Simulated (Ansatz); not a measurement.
# CH₄AlFN₂: small, medium and large basis sets

An exercise on one series of results from a longer session: the logs are not shown, and one member is left open.

Program: Ansatz 0.2.0, Gaussian basis. Level of theory: one geometry, several basis sets. These are calculated values, not measurements.

Levels to be run: PBE0-D4/def2-SVP; ωB97M-V/def2-SVP; PBE0-D4/def2-QZVPP; ωB97M-V/def2-QZVPP; the functionals' def2-TZVPP values are taken from earlier runs.

### The geometry

An earlier PBE0-D4 in a triple-zeta def2 set relaxation fixed the geometry.

SMILES `N=[C](N)[AlH][F]`, 9 atoms, charge 0, spin multiplicity 1.

Atoms are counted from 1 here; the program's logs count them from 0.

Bond lengths: N1–C2 1.282 Å, N1–H6 1.016 Å, C2–N3 1.367 Å, C2–Al4 1.971 Å, N3–H7 1.003 Å, N3–H8 1.010 Å, Al4–F5 1.649 Å, Al4–H9 1.578 Å. Angles: C2–N1–H6 111.5°, N1–C2–N3 119.0°, N1–C2–Al4 120.1°, N3–C2–Al4 120.8°, C2–N3–H7 120.3°, C2–N3–H8 117.1°, H7–N3–H8 116.9°, C2–Al4–F5 113.0°, C2–Al4–H9 128.5°, F5–Al4–H9 118.5°.

The first run:

in.yaml

```yaml
crystal:
  periodic: [false, false, false]
  atoms:
    - {symbol: N, position_ang: [1.558092, 0.457345, -0.349667]}
    - {symbol: C, position_ang: [0.473362, -0.139328, -0.016621]}
    - {symbol: N, position_ang: [0.533830, -1.438392, 0.404977]}
    - {symbol: Al, position_ang: [-1.258799, 0.781474, -0.206293]}
    - {symbol: F, position_ang: [-1.114156, 2.304904, -0.820548]}
    - {symbol: H, position_ang: [1.377468, 1.397645, -0.688957]}
    - {symbol: H, position_ang: [-0.233752, -1.843096, 0.908261]}
    - {symbol: H, position_ang: [1.451115, -1.820970, 0.585750]}
    - {symbol: H, position_ang: [-2.698759, 0.254118, 0.166097]}
basis:
  gaussian: {orbitals: def2-SVP}
hamiltonian: {xc: pbe0, dispersion: d4}
output: {orbitals: {seedname: orbitals}}
```

Launch:

```console
> ansatz run in.yaml --threads 2 --pin off --events-out ev --progress --plain --max-ram 4352MiB
```

Among the steps run: PBE0-D4 in def2-SVP; ωB97M-V in def2-SVP; PBE0-D4 in def2-QZVPP; ωB97M-V in def2-QZVPP.

One of the session's tables, all rows but one given; the rest of the session is left out.

It belongs to the step «Density functionals: the series». 

```
functional       basis  HOMO (eV)  LUMO (eV)
   PBE0-D4    def2-SVP      -6.71      -1.43
   PBE0-D4  def2-TZVPP      -6.96      -1.62
   PBE0-D4  def2-QZVPP      -7.02      -1.67
   ωB97M-V    def2-SVP      -8.97       0.34
   ωB97M-V  def2-TZVPP          ?          ?
   ωB97M-V  def2-QZVPP      -9.32      -0.09
```

Estimate the missing values for ωB97M-V, def2-TZVPP.

**Answer.** HOMO (eV): -9.26; LUMO (eV): 0.07. In the column «HOMO (eV)» it lies between ωB97M-V, def2-QZVPP (-9.32) and ωB97M-V, def2-SVP (-8.97).
